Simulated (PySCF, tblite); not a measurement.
**CH₈B₃N₃O, a small molecule taken as a stand-in for a surface group (BN ring, B edge): NMR shifts, core binding energies and electronic excitations**

What NMR shifts, core binding energies and electronic excitations should one expect for `COB1NBNBN1`?

Programs: tblite 0.8.0 and PySCF 2.14.0. All values are calculated, for the isolated system unless a continuum is named. Atoms count from 0, parts from 1.

## (1) The system as given

16 atoms, charge 0, multiplicity 1; geometry: distance geometry start.

## (2) Relaxing the cluster with GFN2-xTB

What the job is given:

```
{"job": {"kind": "relax", "xc": "GFN2-xTB", "basis": "xTB"}, "charge": 0, "multiplicity": 1}
N     -0.501730     1.328228    -0.533277
B     -1.951487     0.890853    -0.236097
N     -2.379977    -0.569987    -0.366123
B     -1.386857    -1.431725     0.416581
N      0.084659    -1.232404     0.058189
B      0.443853     0.251829    -0.003546
O      1.539557     0.651390     0.859841
C      2.732717     0.329459     0.194791
H     -0.446286     1.449324    -1.557431
H     -2.653338     1.571699     0.438084
H     -3.316962    -0.728539     0.039417
H     -1.582180    -1.610310     1.566733
H      0.356658    -1.715625    -0.824050
H      3.246449    -0.532325     0.662125
H      2.445033     0.085087    -0.854681
H      3.402622     1.214655     0.131159
```

Method: GFN2-xTB geometry optimisation, gas phase.

Run with:

```bash
OMP_NUM_THREADS=1 python cluster_run.py task.json out
```

The driver reads the jobs from task.json and runs them one after another.

**Question.** The jobs that follow are: PBE0-D3(BJ)/def2-SVP geometry optimisation, gas phase; GIAO PBE0/pcSseg-1 NMR shielding, non-relativistic, gas phase; delta-SCF UKS SCAN, pcX-2 on the ionised atom, pcseg-1 elsewhere, spin-free X2C; TDDFT CAM-B3LYP/def2-SVPD, vertical, gas phase, core orbitals frozen in the response. Predict: point group; rotational constants (main isotopes); 13C shifts against TMS (PBE0/pcSseg-1); 1H shifts against TMS (PBE0/pcSseg-1, means over atoms taken as alike); 15N shifts against NH3 (PBE0/pcSseg-1); 11B shifts against BF3·OEt2 (PBE0/pcSseg-1); 17O shifts against H2O (PBE0/pcSseg-1); N1s binding energies, SCAN/pcX-2 (standing for 2 of 3 atoms); B1s binding energies, SCAN/pcX-2 (standing for 2 of 3 atoms); O1s binding energies, SCAN/pcX-2; lowest singlet (CAM-B3LYP/def2-SVPD); brightest single state of those computed; lowest triplet; vertical ionisation energy (ΔSCF).

The runs gave:

| quantity | value |
| --- | --- |
| point group | Cs |
| rotational constants (main isotopes) | 4.73, 1.47, 1.13 GHz |
| 13C shifts against TMS (PBE0/pcSseg-1) | 51.0 ppm |
| 1H shifts against TMS (PBE0/pcSseg-1, means over atoms taken as alike) | 5.20, 4.72, 4.68, 4.64, 4.52, 3.80, 3.50 ppm |
| 15N shifts against NH3 (PBE0/pcSseg-1) | 139.1, 124.3, 116.8 ppm |
| 11B shifts against BF3·OEt2 (PBE0/pcSseg-1) | 28.5, 28.4, 22.2 ppm |
| 17O shifts against H2O (PBE0/pcSseg-1) | 65.9 ppm |
| N1s binding energies, SCAN/pcX-2 (standing for 2 of 3 atoms) | N4 404.56, N0 404.36 eV |
| B1s binding energies, SCAN/pcX-2 (standing for 2 of 3 atoms) | B5 196.55, B1 195.58 eV |
| O1s binding energies, SCAN/pcX-2 | O6 538.31 eV |
| lowest singlet (CAM-B3LYP/def2-SVPD) | 6.94 eV (179 nm), f = 0.036 |
| brightest single state of those computed | state 5, 7.95 eV, f = 0.086 |
| lowest triplet | 6.38 eV |
| vertical ionisation energy (ΔSCF) | 9.67 eV |

In words: The start of the PBE0/def2-SVP relaxation was shaken at random by about 0.01 Å, so part of the energy gained, and of the first lengths quoted, undoes that. Over 5 steps the energy fell by 0.189 eV; of the close pairs, B3–N4 changed most, 1.379 to 1.426 Å (PBE0/def2-SVP). No frequency check was run at this level, so the end point may be a saddle. Hydrogens of an XH3 group are listed apart at this fixed geometry; free rotation makes them one line at their mean. At PBE0/pcSseg-1: The widest tensor belongs to N2: span 245 ppm, with a paramagnetic part of -197 ppm. At SCAN/pcX-2: The N1s levels kept as sound span 0.19 eV, from N0 (nitrogen bonded to 2 B, H) up to N4 (nitrogen bonded to 2 B, H). Only 2 of the 3 N atoms are covered by sound results. At SCAN/pcX-2: B5 (boron bonded to 2 N, O) binds its B1s electron 0.97 eV more tightly than B1 (boron bonded to 2 N, H). Only 2 of the 3 B atoms are covered by sound results. The first singlet state (HOMO→LUMO+2 0.77, HOMO−1→LUMO+5 0.12) lies at 6.94 eV and is weak; of the 6 states computed, the strongest absorption comes from state 5 at 7.95 eV. The lowest triplet lies 0.56 eV below the lowest singlet (triplets in Tamm-Dancoff, singlets in full TDDFT). The orbital energy would give 8.95 eV for ionisation, ΔSCF gives 9.67 eV. A capped cluster stands for the solid here, so long-range fields and strain are missing, and bands or shifts of the capping hydrogens have no counterpart in it.
